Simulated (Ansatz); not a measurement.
**Sn3Se in Ansatz: the effect of strain**

The system is Sn3Se.

```
CELL_PARAMETERS angstrom
0.00000 3.58381 3.73314
3.58381 0.00000 3.73314
3.58381 3.58381 0.00000
ATOMIC_POSITIONS crystal
Sn 0.50000 0.50000 0.50000
Sn 0.75000 0.75000 0.75000
Sn 0.25000 0.25000 0.25000
Se 0.00000 0.00000 0.00000
```

The cell comes from a database or a generator and needn't be the stable form of this composition.

Alike in all runs:

- Program: Ansatz 0.2.0
- Task: relaxation of the atoms
- Functional: PBEsol
- Potentials or basis: Ansatz PAW
- Cutoff: 420 eV (not typed: the program's choice for these potentials)
- k mesh: 5 × 5 × 5
- Occupations: fermi-dirac, width 0.05 eV
- Spin: no spin polarisation
- Kind of strain: biaxial

Each run relaxes the cell or the atoms first.

```tsv
strain	pressure (GPa)
-0.04	1.5
-0.02	-1.0
-0.01	?
0	-3.0
0.01	-3.9
0.02	-4.7
0.04	-5.9
```

**Question.** What does the run with strain -0.01 give?

**Answer.** Pressure -2.1 GPa.

Worked out: A parabola through the other rows of the pressure, of slope -103 GPa per unit of strain there, gives -2.1 GPa, against the run's -2.1.

Caveats: the relaxation stopped at its first step, so nothing moved; the PAW data sets come from PBE, with cores solved anew for the run's functional, which leaves a small shift of forces and pressure; the thresholds are loose for stress.
